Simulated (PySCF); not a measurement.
# C2H7NSi (SMILES C=NC[SiH3]), run twice

Wanted: localised orbitals of C2H7NSi, MN12-L-D3(BJ)/STO-6G (density fitting with def2-universal-jkfit, COSMO cyclohexane).

Program for the calculation: PySCF 2.14.0.

1 further run of the same task is left out (set aside as unsound or not needed).

### Step 1. The molecule

C2H7NSi has 11 atoms, charge 0, and is taken as a singlet. As SMILES, `C=NC[SiH3]`. Geometry: relaxed at PBE0-D4/def2-TZVP. This is one conformer, not always the lowest.

Bond lengths: C1–N2 1.259 Å, N2–C3 1.436 Å, C3–Si4 1.892 Å, C1–H5 1.089 Å, C1–H6 1.099 Å, C3–H7 1.095 Å, C3–H8 1.102 Å, Si4–H9 1.487 Å, Si4–H10 1.484 Å, Si4–H11 1.488 Å. Some angles: C1–N2–C3 118.6°, N2–C3–Si4 109.5°, N2–C1–H5 119.2°, N2–C1–H6 123.3°, N2–C3–H7 109.0°, N2–C3–H8 113.6°, Si4–C3–H7 106.9°, Si4–C3–H8 109.5°, C3–Si4–H9 109.5°, C3–Si4–H10 110.5°.

### Step 2. The input as first written

job.py

```python
import numpy
from pyscf import gto, dft, lo, solvent

mol = gto.Mole()
mol.atom = [
    ('C', (-0.639400, 1.869300, 0.363900)),
    ('N', (-0.998600, 0.713100, 0.018000)),
    ('C', (-0.299000, -0.417000, 0.562600)),
    ('Si', (0.706300, -1.257400, -0.802700)),
    ('H', (-1.145900, 2.733500, -0.063200)),
    ('H', (0.166900, 2.059000, 1.086600)),
    ('H', (-1.029900, -1.151400, 0.917900)),
    ('H', (0.365200, -0.161700, 1.404500)),
    ('H', (1.729600, -0.311300, -1.319900)),
    ('H', (-0.179800, -1.683000, -1.914500)),
    ('H', (1.389900, -2.450100, -0.232400)),
]
mol.verbose = 3
mol.cart = True
mol.max_memory = 1860
mol.basis = 'sto-6g'
mol.build()

myscf = dft.RKS(mol, xc='mn12-_x')
myscf = myscf.density_fit(auxbasis='def2-universal-jkfit')
myscf = myscf.PCM()
myscf.with_solvent.method = 'COSMO'
myscf.with_solvent.eps = 2.0165
myscf.disp = 'd3bj'
myscf.kernel()

etot = myscf.e_tot
print('E = %.10f Eh' % etot)
occ = myscf.mo_coeff[:, 0:mol.nelec[0]]
loc = lo.Boys(mol, occ).kernel()
r1 = numpy.einsum('xij,ip,jp->px', mol.intor('int1e_r'), loc, loc)
spread = numpy.einsum('ij,ip,jp->p', mol.intor('int1e_r2'), loc, loc) - (r1 ** 2).sum(1)
centres = r1 * 0.529177
print('orbital  centre (A)  spread (bohr^2)')
for i, (c, s) in enumerate(zip(centres, spread), 1):
    print('%3d %9.4f %9.4f %9.4f %9.4f' % (i, *c, s))
```

Started as:

```sh
OMP_NUM_THREADS=1 python job.py
```

Standard output:

```text
KeyError: "LibXCFunctional: name 'MN12' not found."
```

Run time: 0.52 s. Hardware: 1 thread of Arm Neoverse V2, shared host; peak memory 0.11 GiB.

### Step 3. Reading the log

The input was rejected.

The log says `KeyError: "LibXCFunctional: name 'MN12' not found."`. The fault: the input text is malformed or holds a word that the program doesn't know.

### Step 4. Try two

Edit job.py of step 2 so:

```diff
@@ -3,4 +3,4 @@
 
-mol = gto.Mole()
-mol.atom = [
+mol = gto.M(
+    atom=[
     ('C', (-0.639400, 1.869300, 0.363900)),
@@ -16,20 +16,23 @@
     ('H', (1.389900, -2.450100, -0.232400)),
-]
-mol.verbose = 3
-mol.cart = True
-mol.max_memory = 1860
-mol.basis = 'sto-6g'
-mol.build()
+],
+    max_memory=1860,
+    verbose=3,
+    cart=True,
+    charge=0,
+    spin=0,
+    basis='sto-6g',
+)
 
-myscf = dft.RKS(mol, xc='mn12-_x')
-myscf = myscf.density_fit(auxbasis='def2-universal-jkfit')
-myscf = myscf.PCM()
-myscf.with_solvent.method = 'COSMO'
-myscf.with_solvent.eps = 2.0165
-myscf.disp = 'd3bj'
-myscf.kernel()
+calc0 = dft.RKS(mol)
+calc0.xc = 'mn12-l'
+calc0 = calc0.density_fit(auxbasis='def2-universal-jkfit')
+calc0 = calc0.PCM()
+calc0.with_solvent.method = 'COSMO'
+calc0.with_solvent.eps = 2.0165
+calc0.disp = 'd3bj'
+calc0.kernel()
 
-etot = myscf.e_tot
-print('E = %.10f Eh' % etot)
-occ = myscf.mo_coeff[:, 0:mol.nelec[0]]
+e_tot = calc0.e_tot
+print(f'total energy: {e_tot:.8f} hartree')
+occ = calc0.mo_coeff[:, 0:mol.nelec[0]]
 loc = lo.Boys(mol, occ).kernel()
```

Started as:

```sh
OMP_NUM_THREADS=1 python job.py
```

Standard output:

```text
WARN: PCM is an experimental feature. It is still in testing.
Features and APIs may be changed in the future.

converged SCF energy = -422.90720939826
total energy: -422.90720940 hartree
orbital  centre (A)  spread (bohr^2)
  1    0.7063   -1.2574   -0.8027    0.0186
  2   -0.9980    0.7134    0.0185    0.0721
  3   -0.6395    1.8692    0.3638    0.0982
  4   -0.2991   -0.4169    0.5627    0.1001
  5    0.7933   -1.2180   -0.6958    0.2919
  6    0.7833   -1.3193   -0.9065    0.2920
  7    0.6396   -1.1418   -0.8552    0.2922
  8    0.6090   -1.3505   -0.7534    0.2920
  9   -0.6208    1.2524   -0.0375    2.4109
 10   -0.7958   -0.9042    0.7958    2.4748
 11   -0.0855    2.0063    0.8595    2.3019
 12    0.0247   -1.5829   -1.6542    3.1236
 13   -0.9813    2.4624    0.0761    2.3203
 14    0.1578   -0.2384    1.1330    2.3760
 15   -1.0145    1.2375    0.4176    2.4448
 16    0.0743   -0.6966    0.0344    3.3382
 17    1.2284   -2.1702   -0.3623    3.1703
 18    1.4918   -0.5291   -1.1994    3.1221
 19   -0.6734    0.2315    0.2780    2.2130
 20   -1.2386    0.6546   -0.1948    1.8934
```

Run time: 21 s. Hardware: 1 thread of Arm Neoverse V2, shared host; peak memory 0.35 GiB.

### Step 5. Summary of results

Level: MN12-L-D3(BJ)/STO-6G (density fitting with def2-universal-jkfit, COSMO cyclohexane).

```
                  quantity          value
              total energy  -422.90721 Eh
             dipole moment         1.45 D
               HOMO energy       -4.07 eV
               LUMO energy        2.40 eV
             HOMO–LUMO gap        6.48 eV
         dispersion energy   -4.45 kJ/mol
solvent term in the energy    -3.8 kJ/mol
```
